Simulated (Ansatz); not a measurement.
# AlH₈NSSi₂: a ladder of functionals and wavefunction methods

One table from this session's results is given with a row withheld; the runs are named, their logs left out.

Computed with Ansatz 0.2.0, Gaussian basis. Level: functionals in def2-TZVPP, the program's frozen cores in correlated methods.

The runs, in order: LDA (SPW92), PBE-D4, revPBE-D4, BLYP-D4, r2SCAN-D4, B97M-V, PBE0-D4, B3LYP-D4, r2SCANh-D4, r2SCAN0-D4, HSE06-D4, BHLYP-D4, CAM-B3LYP-D4, LC-ωPBE, ωB97X-V, ωB97M-V, B2PLYP, PBE-QIDH; CCSD(T)/def2-SVP; CCSD(T)/def2-TZVPP; MP2/def2-QZVPP; extrapolation to the limit; RPA on PBE.

## The relaxed structure

The geometry comes from an earlier relaxation with PBE0-D4 in a triple-zeta def2 set; it is a stationary point, not always the lowest conformer.

13 atoms, charge 0, spin multiplicity 1.

Atoms are counted from 1 here; the program's logs count them from 0.

Bond lengths: N1–Si2 1.729 Å, N1–H6 1.006 Å, N1–H7 1.008 Å, Si2–Al3 2.446 Å, Si2–H8 1.492 Å, Si2–H9 1.508 Å, Al3–Si4 2.401 Å, Al3–H10 1.586 Å, Si4–S5 2.281 Å, Si4–H11 1.488 Å, Si4–H12 1.489 Å, S5–H13 1.345 Å. Angles: Si2–N1–H6 119.9°, Si2–N1–H7 120.1°, H6–N1–H7 110.8°, N1–Si2–Al3 112.4°, N1–Si2–H8 107.0°, N1–Si2–H9 114.3°, Al3–Si2–H8 112.9°, Al3–Si2–H9 105.9°, H8–Si2–H9 104.2°, Si2–Al3–Si4 112.6°, Si2–Al3–H10 131.5°, Si4–Al3–H10 115.7°, Al3–Si4–S5 64.6°, Al3–Si4–H11 127.3°, Al3–Si4–H12 124.9°, S5–Si4–H11 104.1°, S5–Si4–H12 101.8°, H11–Si4–H12 107.8° and more.

Set-up of the first run:

File in.yaml:

```yaml
crystal:
  periodic: [false, false, false]
  atoms:
    - {symbol: N, position_ang: [-0.599751, 2.497818, 1.224754]}
    - {symbol: Si, position_ang: [-0.971329, 1.200623, 0.143938]}
    - {symbol: Al, position_ang: [-0.005396, -0.924525, 0.873020]}
    - {symbol: Si, position_ang: [0.270600, -2.481003, -0.933821]}
    - {symbol: S, position_ang: [2.065121, -1.134239, -0.520229]}
    - {symbol: H, position_ang: [0.312306, 2.552593, 1.646791]}
    - {symbol: H, position_ang: [-0.971467, 3.419254, 1.055759]}
    - {symbol: H, position_ang: [-2.457186, 1.148814, 0.017390]}
    - {symbol: H, position_ang: [-0.486715, 1.412217, -1.268809]}
    - {symbol: H, position_ang: [0.361314, -1.471968, 2.315225]}
    - {symbol: H, position_ang: [-0.031195, -2.253032, -2.373348]}
    - {symbol: H, position_ang: [0.872110, -3.836519, -0.804862]}
    - {symbol: H, position_ang: [1.662088, -0.164835, -1.361108]}
basis:
  gaussian: {orbitals: def2-TZVPP}
hamiltonian: {xc: lda}
output: {orbitals: {seedname: orbitals}}
```

Among the steps run: LDA; PBE-D4 (GGA); revPBE-D4 (GGA); BLYP-D4 (GGA); r2SCAN-D4 (meta-GGA); B97M-V (meta-GGA); PBE0-D4 (hybrid); B3LYP-D4 (hybrid); r2SCANh-D4 (hybrid); r2SCAN0-D4 (hybrid); HSE06-D4 (hybrid); BHLYP-D4 (hybrid); CAM-B3LYP-D4 (range-separated); LC-ωPBE (range-separated); ωB97X-V (range-separated); ωB97M-V (range-separated); B2PLYP (double hybrid); PBE-QIDH (double hybrid).

One of the session's tables, all rows but one given; the rest of the session is left out.

It belongs to the step «Frontier levels by functional». 

| functional | HOMO (eV) | gap (eV) |
| --- | --- | --- |
| LDA (SPW92) | -5.81 | 3.99 |
| PBE-D4 | -5.70 | 4.09 |
| revPBE-D4 | -5.66 | 4.13 |
| BLYP-D4 | -5.57 | 4.11 |
| r2SCAN-D4 | -5.95 | 4.59 |
| B97M-V | -6.03 | 4.55 |
| PBE0-D4 | -6.79 | 5.98 |
| B3LYP-D4 | -6.60 | 5.60 |
| r2SCANh-D4 | -6.35 | 5.28 |
| r2SCAN0-D4 | -6.93 | 6.26 |
| HSE06-D4 | ? | ? |
| BHLYP-D4 | -7.69 | 7.71 |
| CAM-B3LYP-D4 | -8.00 | 8.16 |
| LC-ωPBE | -9.26 | 10.47 |
| ωB97X-V | -8.96 | 10.05 |
| ωB97M-V | -8.75 | 9.54 |

**Question.** Estimate the row for HSE06-D4.

As computed: HOMO (eV): -6.40; gap (eV): 5.22. In the column «HOMO (eV)» it lies between B3LYP-D4 (-6.60) and r2SCANh-D4 (-6.35).
